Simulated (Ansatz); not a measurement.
This script drives Ansatz 0.2.0, Python API.

`xc_h2ci2.py`
```python
# -*- coding: utf-8 -*-
'''One structure of H2CI2 under several functionals.'''

import ansatz

crystal = (
    ansatz.Lattice.of((0.0, 6.456, 2.3465), (3.59095, 0.0, 2.3465), (3.59095, 6.456, 0.0))
    .atom('H', (0.75379, 0.97861, 0.24621))
    .atom('H', (0.97861, 0.75379, 0.02139))
    .atom('C', (0.99552, 0.99552, 0.00448))
    .atom('I', (0.38086, 0.10724, 0.89276))
    .atom('I', (0.10724, 0.38086, 0.61914))
)

setup = (
    crystal.calculation()
    .scf(tolerance=1e-10)
    .basis(470)
    .kpoints(6)
    .pseudopotentials('paw')
    .occupations('methfessel_paxton')
    .stress()
)

rows = []
for value in ['pbe', 'r2scan', 'rpbe', 'pbesol']:
    summary = setup.functional(value).run(threads=1).report
    rows.append((value, summary['free_energy_ev'] / len(summary['lattice']['sites']), summary['n_iterations'], sum(summary['stress_gpa'][i][i] for i in range(3)) / 3, summary['n_kpoints']))

print('  functional   F/atom (eV)    iterations       P (GPa)      k-points')
for row in rows:
    print(f'{str(row[0]):>12s}  {row[1]:12.5f}  {row[2]:12d}  {row[3]:12.3f}  {row[4]:12d}')
```

It is started by `python xc_h2ci2.py`. Estimate its wall time and peak memory on 1 thread of Arm Neoverse V2, on a shared host.

It took about 67 s, with a peak of 0.78 GiB, for 4 runs of the engine.

```console
$ python xc_h2ci2.py
DeckWarning: basis.ecutwfc = 470 eV is below the records' recommended 500 eV, and the density's cutoff is lower with it unless basis.ecutrho_ratio is high enough to keep the records' density cutoff: compare with a run at a higher cutoff
  functional   F/atom (eV)    iterations       P (GPa)      k-points
         pbe   -3061.54721            10         5.480            46
      r2scan   -3067.79606             9         4.550            46
        rpbe   -3065.49974             9         7.003            46
      pbesol   -3028.35060             9         4.021            46
```
(Warnings from the package without file and line.)

What to keep in mind:
- The cutoff lies under the one recommended for these potentials in some of the runs.
- Under the recommended cutoff a pressure can be off by several GPa, even in sign.
- Pressure is positive in compression.
- The starting cell is as deposited in a crystallographic database; the results hold for this polymorph, which needn't be the stable one.
- Total energies of different functionals can't be compared; pressures, moments and gaps at this one structure can.
